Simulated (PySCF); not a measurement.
**Tc⁺, Tc²⁺: ionisation energy in x2c-SVPall**

Aim: the ionisation energy of technetium from differences of total energies, at each level of theory, and how far each lands from the tabulated value where there is one.

Method: unrestricted determinants in a Gaussian basis, no spin-orbit coupling in the energies. Code: PySCF 2.14.0.

### 1 The system

| Quantity | Value |
| --- | --- |
| Element | technetium (Z = 43) |
| Basis | x2c-SVPall (6s5p5d1f, 53 functions) |
| Hamiltonian | scalar relativity by spin-free X2C-1e |
| State 1 | Tc⁺: [Kr] 4d5 5s1, high-spin 7S determinant |
| State 2 | Tc²⁺: [Kr] 4d5, high-spin 6S determinant |
| Methods | UHF, BP86, LDA, MP2 |
| Core shells frozen in the correlated runs | valence: [Kr] (for Tc⁺) |

Outer shells as boxes (Hund's rule):

Tc+ [Kr] 4d5 5s1
```
[Kr] core
4d [↑ ][↑ ][↑ ][↑ ][↑ ]
5s [↑ ]
```

Tc2+ [Kr] 4d5
```
[Kr] core
4d [↑ ][↑ ][↑ ][↑ ][↑ ]
```

One driver process ran all states and methods and kept the integrals in memory. Each run is shown as a PySCF script that sums up its settings (the driver passes frozen orbitals as a list and adds second-order terms of double hybrids); the logs are those of the runs themselves. The driver starts from symmetry-adapted Hartree-Fock orbitals, holds the occupation by maximum overlap and uses a logarithmic radial grid for functionals, so a plain start would take other cycles.

It was started by

```bash
$ OMP_NUM_THREADS=1 python atomrun2.py TASK.json OUT
```

The integrals over 53 functions and the set-up took 0.98 s of CPU time.

### 2 Tc⁺

#### UHF

File input.py:

```python
from pyscf import gto, scf, dft, mp, cc
import basis_set_exchange as bse
mol = gto.M(atom="Tc 0 0 0", charge=1, spin=6, symmetry="D2h",
            basis=gto.basis.parse(bse.get_basis("x2c-SVPall", elements=["Tc"], fmt="nwchem", header=False)),
            nucmod="G")
mf = scf.UHF(mol).sfx2c1e()
mf.irrep_nelec = {'Ag': (9, 6), 'B1g': (2, 1), 'B2g': (2, 1), 'B3g': (2, 1), 'B1u': (3, 3), 'B2u': (3, 3), 'B3u': (3, 3)}
mf.kernel()
```

The program printed:

```text
damping factor = 0
level_shift factor = 0
DIIS = <class 'pyscf.scf.diis.CDIIS'>
diis_start_cycle = 1
diis_space = 10
diis_damp = 0
SCF conv_tol = 1e-09
SCF conv_tol_grad = None
number electrons alpha = 24  beta = 18
cycle= 1 E= -4282.4433687657  delta_E= -1.73e-11  |g|= 2.18e-06  |ddm|= 1.77e-05
converged SCF energy = -4282.4433687657  <S^2> = 12.001701  2S+1 = 7.000486
```

Time after the integrals: 0.3 s (1 thread of Neoverse-N1, shared host).

The occupied shells:

```csv
shell,electrons,mean orbital energy (eV),spread (eV),rms radius (bohr)
1s α,1,-21160.4,0,0.0394
1s β,1,-21160.4,0,0.0394
2s α,1,-3101.3,0,0.162
2s β,1,-3100.0,0,0.162
2p α,3,-2771.1,0,0.144
2p β,3,-2770.0,0,0.144
3s α,1,-580.00,0,0.441
3s β,1,-579.24,0,0.441
3p α,3,-468.33,0,0.447
3p β,3,-467.52,0,0.447
3d α,5,-287.82,0,0.435
3d β,5,-286.07,0,0.435
4s α,1,-101.03,0,1.13
4s β,1,-93.419,0,1.13
4p α,3,-68.489,0,1.26
4p β,3,-58.806,0,1.26
4d α,5,-21.618,0,1.78
5s α,1,-14.388,0,3.33
```

⟨S²⟩ = 12.002, ⟨L²⟩ = 0.00.

#### BP86

input.py, as changed from the run before:

```diff
@@ -5,3 +5,3 @@
             nucmod="G")
-mf = scf.UHF(mol).sfx2c1e()
+mf = dft.UKS(mol, xc="B88,P86").sfx2c1e()
 mf.irrep_nelec = {'Ag': (9, 6), 'B1g': (2, 1), 'B2g': (2, 1), 'B3g': (2, 1), 'B1u': (3, 3), 'B2u': (3, 3), 'B3u': (3, 3)}
```

The program printed:

```text
damping factor = 0
level_shift factor = 0
DIIS = <class 'pyscf.scf.diis.CDIIS'>
diis_start_cycle = 1
diis_space = 10
diis_damp = 0
SCF conv_tol = 1e-09
SCF conv_tol_grad = None
number electrons alpha = 24  beta = 18
XC functionals = B88,P86
    A. D. Becke.,  Phys. Rev. A 38, 3098 (1988)
    J. P. Perdew.,  Phys. Rev. B 33, 8822 (1986)
cycle= 1 E= -4285.12728350955  delta_E= -0.00867  |g|= 0.0559  |ddm|= 0.307
cycle= 2 E= -4285.12738805927  delta_E= -0.000105  |g|= 0.0347  |ddm|= 0.0697
cycle= 3 E= -4285.12762075463  delta_E= -0.000233  |g|= 0.00602  |ddm|= 0.0304
cycle= 4 E= -4285.12763309061  delta_E= -1.23e-05  |g|= 0.000123  |ddm|= 0.00663
cycle= 5 E= -4285.12763309776  delta_E= -7.15e-09  |g|= 1.74e-05  |ddm|= 0.00013
cycle= 6 E= -4285.12763309788  delta_E= -1.2e-10  |g|= 2.62e-08  |ddm|= 2.63e-05
converged SCF energy = -4285.12763309788  <S^2> = 12.000231  2S+1 = 7.0000661
```

It took 1.6 s on 1 thread of Neoverse-N1, shared host, the integrals not counted.

#### LDA

input.py, as changed from the run before:

```diff
@@ -5,3 +5,3 @@
             nucmod="G")
-mf = dft.UKS(mol, xc="B88,P86").sfx2c1e()
+mf = dft.UKS(mol, xc="LDA,VWN").sfx2c1e()
 mf.irrep_nelec = {'Ag': (9, 6), 'B1g': (2, 1), 'B2g': (2, 1), 'B3g': (2, 1), 'B1u': (3, 3), 'B2u': (3, 3), 'B3u': (3, 3)}
```

The program printed:

```text
damping factor = 0
level_shift factor = 0
DIIS = <class 'pyscf.scf.diis.CDIIS'>
diis_start_cycle = 1
diis_space = 10
diis_damp = 0
SCF conv_tol = 1e-09
SCF conv_tol_grad = None
number electrons alpha = 24  beta = 18
XC functionals = LDA,VWN
    P. A. M. Dirac.,  Math. Proc. Cambridge Philos. Soc. 26, 376 (1930)
    F. Bloch.,  Z. Phys. 57, 545 (1929)
    S. H. Vosko, L. Wilk, and M. Nusair.,  Can. J. Phys. 58, 1200 (1980)
cycle= 1 E= -4279.70740493719  delta_E= -0.0115  |g|= 0.0754  |ddm|= 0.316
cycle= 2 E= -4279.70754981388  delta_E= -0.000145  |g|= 0.0497  |ddm|= 0.0857
cycle= 3 E= -4279.70804199133  delta_E= -0.000492  |g|= 0.00819  |ddm|= 0.0434
cycle= 4 E= -4279.70806473893  delta_E= -2.27e-05  |g|= 0.000197  |ddm|= 0.00838
cycle= 5 E= -4279.70806475624  delta_E= -1.73e-08  |g|= 1.01e-05  |ddm|= 0.000219
cycle= 6 E= -4279.70806475628  delta_E= -4e-11  |g|= 4.52e-08  |ddm|= 1.83e-05
converged SCF energy = -4279.70806475628  <S^2> = 12.000136  2S+1 = 7.000039
```

Time after the integrals: 0.85 s (1 thread of Neoverse-N1, shared host).

#### MP2 (valence)

input.py, as changed from the run before:

```diff
@@ -5,4 +5,5 @@
             nucmod="G")
-mf = dft.UKS(mol, xc="LDA,VWN").sfx2c1e()
+mf = scf.UHF(mol).sfx2c1e()
 mf.irrep_nelec = {'Ag': (9, 6), 'B1g': (2, 1), 'B2g': (2, 1), 'B3g': (2, 1), 'B1u': (3, 3), 'B2u': (3, 3), 'B3u': (3, 3)}
 mf.kernel()
+mp.UMP2(mf, frozen=18).kernel()
```

No log was kept for this step.

Time after the integrals: 0.03 s (1 thread of Neoverse-N1, shared host).

With 6 electrons correlated, the MP2 correlation energy is -0.05938 hartree (-0.05938 same spin, 0.00000 opposite spin); the SCS form gives -0.01979. Largest pairs of shells: 4d-4d -0.0468, 4d-5s -0.0126, 5s-5s 0.0000.

Radial density 4πr²ρ of Tc⁺ at UHF, without picture-change correction:

```csv
r (bohr),density,spin density
0.000473,0.343,0.000
0.000796,0.869,0.000
0.00134,2.03,0.000
0.00225,4.70,0.001
0.00379,10.4,0.001
0.00637,21.2,0.003
0.0107,37.4,0.004
0.0180,52.5,0.004
0.0303,52.6,0.000
0.0510,46.1,-0.001
0.0858,63.5,0.066
0.144,57.8,0.347
0.243,44.6,0.757
0.408,45.5,0.218
0.687,13.4,0.723
1.15,11.9,3.344
1.94,3.53,2.357
3.27,0.650,0.642
5.50,0.0446,0.044
```

### 3 Tc²⁺

#### UHF

File input.py:

```python
from pyscf import gto, scf, dft, mp, cc
import basis_set_exchange as bse
mol = gto.M(atom="Tc 0 0 0", charge=2, spin=5, symmetry="D2h",
            basis=gto.basis.parse(bse.get_basis("x2c-SVPall", elements=["Tc"], fmt="nwchem", header=False)),
            nucmod="G")
mf = scf.UHF(mol).sfx2c1e()
mf.irrep_nelec = {'Ag': (8, 6), 'B1g': (2, 1), 'B2g': (2, 1), 'B3g': (2, 1), 'B1u': (3, 3), 'B2u': (3, 3), 'B3u': (3, 3)}
mf.kernel()
```

The program printed:

```text
damping factor = 0
level_shift factor = 0
DIIS = <class 'pyscf.scf.diis.CDIIS'>
diis_start_cycle = 1
diis_space = 10
diis_damp = 0
SCF conv_tol = 1e-09
SCF conv_tol_grad = None
number electrons alpha = 23  beta = 18
cycle= 1 E= -4281.92093307976  delta_E= -2.27e-11  |g|= 1.47e-06  |ddm|= 9.08e-06
converged SCF energy = -4281.92093307976  <S^2> = 8.751011  2S+1 = 6.000337
```

Time after the integrals: 0.25 s (1 thread of Neoverse-N1, shared host).

The occupied shells:

| shell | electrons | mean orbital energy (eV) | spread (eV) | rms radius (bohr) |
| --- | --- | --- | --- | --- |
| 1s β | 1 | -21168.8 | 0 | 0.0394 |
| 1s α | 1 | -21168.8 | 0 | 0.0394 |
| 2s α | 1 | -3109.6 | 0 | 0.162 |
| 2s β | 1 | -3108.4 | 0 | 0.162 |
| 2p α | 3 | -2779.5 | 0 | 0.144 |
| 2p β | 3 | -2778.3 | 0 | 0.144 |
| 3s α | 1 | -588.30 | 0 | 0.441 |
| 3s β | 1 | -587.63 | 0 | 0.441 |
| 3p α | 3 | -476.71 | 0 | 0.447 |
| 3p β | 3 | -475.92 | 0 | 0.447 |
| 3d α | 5 | -296.24 | 0 | 0.435 |
| 3d β | 5 | -294.46 | 0 | 0.435 |
| 4s α | 1 | -109.35 | 0 | 1.13 |
| 4s β | 1 | -101.84 | 0 | 1.13 |
| 4p α | 3 | -77.060 | 0 | 1.26 |
| 4p β | 3 | -67.253 | 0 | 1.26 |
| 4d α | 5 | -29.990 | 0 | 1.73 |

⟨S²⟩ = 8.751, ⟨L²⟩ = 0.00.

#### BP86

input.py, as changed from the run before:

```diff
@@ -5,3 +5,3 @@
             nucmod="G")
-mf = scf.UHF(mol).sfx2c1e()
+mf = dft.UKS(mol, xc="B88,P86").sfx2c1e()
 mf.irrep_nelec = {'Ag': (8, 6), 'B1g': (2, 1), 'B2g': (2, 1), 'B3g': (2, 1), 'B1u': (3, 3), 'B2u': (3, 3), 'B3u': (3, 3)}
```

The program printed:

```text
damping factor = 0
level_shift factor = 0
DIIS = <class 'pyscf.scf.diis.CDIIS'>
diis_start_cycle = 1
diis_space = 10
diis_damp = 0
SCF conv_tol = 1e-09
SCF conv_tol_grad = None
number electrons alpha = 23  beta = 18
XC functionals = B88,P86
    A. D. Becke.,  Phys. Rev. A 38, 3098 (1988)
    J. P. Perdew.,  Phys. Rev. B 33, 8822 (1986)
cycle= 1 E= -4284.55502780377  delta_E= -0.00671  |g|= 0.0526  |ddm|= 0.115
cycle= 2 E= -4284.55515740457  delta_E= -0.00013  |g|= 0.0254  |ddm|= 0.0283
cycle= 3 E= -4284.55524701753  delta_E= -8.96e-05  |g|= 0.00459  |ddm|= 0.0171
cycle= 4 E= -4284.55525323967  delta_E= -6.22e-06  |g|= 2.7e-05  |ddm|= 0.00365
cycle= 5 E= -4284.55525323993  delta_E= -2.65e-10  |g|= 1.74e-06  |ddm|= 3.31e-05
converged SCF energy = -4284.55525323993  <S^2> = 8.7501711  2S+1 = 6.000057
```

It took 1.4 s on 1 thread of Neoverse-N1, shared host, the integrals not counted.

#### LDA

input.py, as changed from the run before:

```diff
@@ -5,3 +5,3 @@
             nucmod="G")
-mf = dft.UKS(mol, xc="B88,P86").sfx2c1e()
+mf = dft.UKS(mol, xc="LDA,VWN").sfx2c1e()
 mf.irrep_nelec = {'Ag': (8, 6), 'B1g': (2, 1), 'B2g': (2, 1), 'B3g': (2, 1), 'B1u': (3, 3), 'B2u': (3, 3), 'B3u': (3, 3)}
```

The program printed:

```text
damping factor = 0
level_shift factor = 0
DIIS = <class 'pyscf.scf.diis.CDIIS'>
diis_start_cycle = 1
diis_space = 10
diis_damp = 0
SCF conv_tol = 1e-09
SCF conv_tol_grad = None
number electrons alpha = 23  beta = 18
XC functionals = LDA,VWN
    P. A. M. Dirac.,  Math. Proc. Cambridge Philos. Soc. 26, 376 (1930)
    F. Bloch.,  Z. Phys. 57, 545 (1929)
    S. H. Vosko, L. Wilk, and M. Nusair.,  Can. J. Phys. 58, 1200 (1980)
cycle= 1 E= -4279.12888974761  delta_E= -0.00993  |g|= 0.0738  |ddm|= 0.137
cycle= 2 E= -4279.12911039352  delta_E= -0.000221  |g|= 0.0419  |ddm|= 0.0485
cycle= 3 E= -4279.1293971785  delta_E= -0.000287  |g|= 0.00661  |ddm|= 0.0293
cycle= 4 E= -4279.129410432  delta_E= -1.33e-05  |g|= 9.97e-05  |ddm|= 0.00533
cycle= 5 E= -4279.12941043553  delta_E= -3.52e-09  |g|= 3.59e-06  |ddm|= 9e-05
cycle= 6 E= -4279.12941043553  delta_E= -4.55e-12  |g|= 1.53e-08  |ddm|= 2.77e-06
converged SCF energy = -4279.12941043553  <S^2> = 8.7500837  2S+1 = 6.0000279
```

It took 0.85 s on 1 thread of Neoverse-N1, shared host, the integrals not counted.

#### MP2 (valence)

input.py, as changed from the run before:

```diff
@@ -5,4 +5,5 @@
             nucmod="G")
-mf = dft.UKS(mol, xc="LDA,VWN").sfx2c1e()
+mf = scf.UHF(mol).sfx2c1e()
 mf.irrep_nelec = {'Ag': (8, 6), 'B1g': (2, 1), 'B2g': (2, 1), 'B3g': (2, 1), 'B1u': (3, 3), 'B2u': (3, 3), 'B3u': (3, 3)}
 mf.kernel()
+mp.UMP2(mf, frozen=18).kernel()
```

The driver printed no log here.

Time after the integrals: 0.03 s (1 thread of Neoverse-N1, shared host).

With 5 electrons correlated, the MP2 correlation energy is -0.04637 hartree (-0.04637 same spin, 0.00000 opposite spin); the SCS form gives -0.01546. Largest pairs of shells: 4d-4d -0.0464.

Radial density 4πr²ρ of Tc²⁺ at UHF, without picture-change correction:

```
r (bohr)   density  spin density
0.000473     0.343         0.000
0.000796     0.869         0.000
 0.00134      2.03         0.000
 0.00225      4.70         0.000
 0.00379      10.4         0.000
 0.00637      21.2         0.000
  0.0107      37.4        -0.001
  0.0180      52.5        -0.001
  0.0303      52.6        -0.002
  0.0510      46.1         0.001
  0.0858      63.5         0.058
   0.144      57.8         0.357
   0.243      44.6         0.774
   0.408      45.5         0.218
   0.687      13.4         0.696
    1.15      12.0         3.469
    1.94      3.30         2.117
    3.27     0.240         0.233
    5.50  0.000740         0.001
```

### 4 Orbital energies side by side

Highest occupied Hartree-Fock shell of each state: Tc⁺ 5s α at -14.388 eV; Tc²⁺ 4d α at -29.990 eV.

### 5 Differences of total energies

Ionisation energy: Tc⁺ [Kr] 4d5 5s1 (7S) → Tc²⁺ [Kr] 4d5 (6S).

```
           method  value (eV)  less the reference (eV)  CPU time, both states (s)
              UHF      14.216                   -1.044                       0.55
             BP86      15.575                   +0.315                        2.9
              LDA      15.746                   +0.486                        1.7
    MP2 (valence)      14.570                   -0.690                       0.61
SCS-MP2 (valence)      14.334                   -0.926                       0.61
```

Reference: 15.26 eV (semi-empirical (NIST evaluation); NIST Atomic Spectra Database, ionization energies). Errors of the correlated levels include the incompleteness of this basis.

Times are CPU seconds on a shared host without the integrals; correlated rows include their Hartree-Fock run, whose time holds the symmetry-adapted start and any spin-orbit constants, while functionals begin from orbitals already made.

### 6 Results

| quantity | value |
| --- | --- |
| ionisation energy, Tc⁺ | UHF 14.216, MP2 (valence) 14.570 eV; reference 15.26 |

In words: The methods span 1.530 eV, from UHF (14.216) to LDA (15.746). The reference is uncertain or not like for like (spin-orbit coupling or other relativistic terms), so no ranking of close methods is drawn. The basis is finite, and no extrapolation was made.
